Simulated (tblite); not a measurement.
# C6H13As: the cost of one run

Computed with tblite 0.8.0 and PySCF 2.14.0, with density-fitted response routines of our own, on a single molecule, in the gas phase or a continuum. Atoms count from 0, in the outputs and in this text.

### 1 Starting geometry

20 atoms, charge 0, multiplicity 1; geometry from: force field or distance geometry start.

Bonds of the start (Å): C0–C1 1.50, C1–C2 1.33, C2–C3 1.49, C3–As4 1.94, As4–C5 1.95, As4–C6 1.99, C0–H7 1.12, C0–H8 1.11, C0–H9 1.10, C1–H10 1.11, C2–H11 1.08, C3–H12 1.12, C3–H13 1.12, C5–H14 1.09, C5–H15 1.13, C5–H16 1.12, C6–H17 1.08, C6–H18 1.14, C6–H19 1.08.

### 2 Geometry optimisation with GFN2-xTB

Job settings and geometry (Å):

```
{"job": {"kind": "relax", "xc": "GFN2-xTB", "basis": "xTB"}, "charge": 0, "multiplicity": 1}
C      3.621400    -0.489200    -0.377400
C      2.237000    -0.271200     0.154700
C      1.368800     0.530400    -0.451400
C      0.016000     0.679000     0.165200
As    -1.444500     0.106700    -0.968500
C     -2.146400    -1.621300    -0.394500
C     -2.879100     1.462600    -0.707000
H      4.224600    -0.918200     0.459600
H      4.134000     0.452100    -0.652400
H      3.644300    -1.219600    -1.202500
H      1.952400    -0.799300     1.087700
H      1.641200     1.040600    -1.360000
H     -0.109500     1.767600     0.379800
H     -0.063800     0.095500     1.119200
H     -1.296900    -2.282200    -0.217000
H     -2.734800    -1.570000     0.571700
H     -2.876800    -2.045100    -1.127300
H     -2.576500     2.412900    -1.126900
H     -2.870000     1.600400     0.422800
H     -3.846500     1.078900    -1.007900
```

Launch:

```bash
$ OMP_NUM_THREADS=1 python probes_run.py task.json out
```

This one command runs all jobs of the session in turn.

Q: Estimate the wall time of this first job on 1 thread of Arm Neoverse N1, shared host.

About 2.1 s.
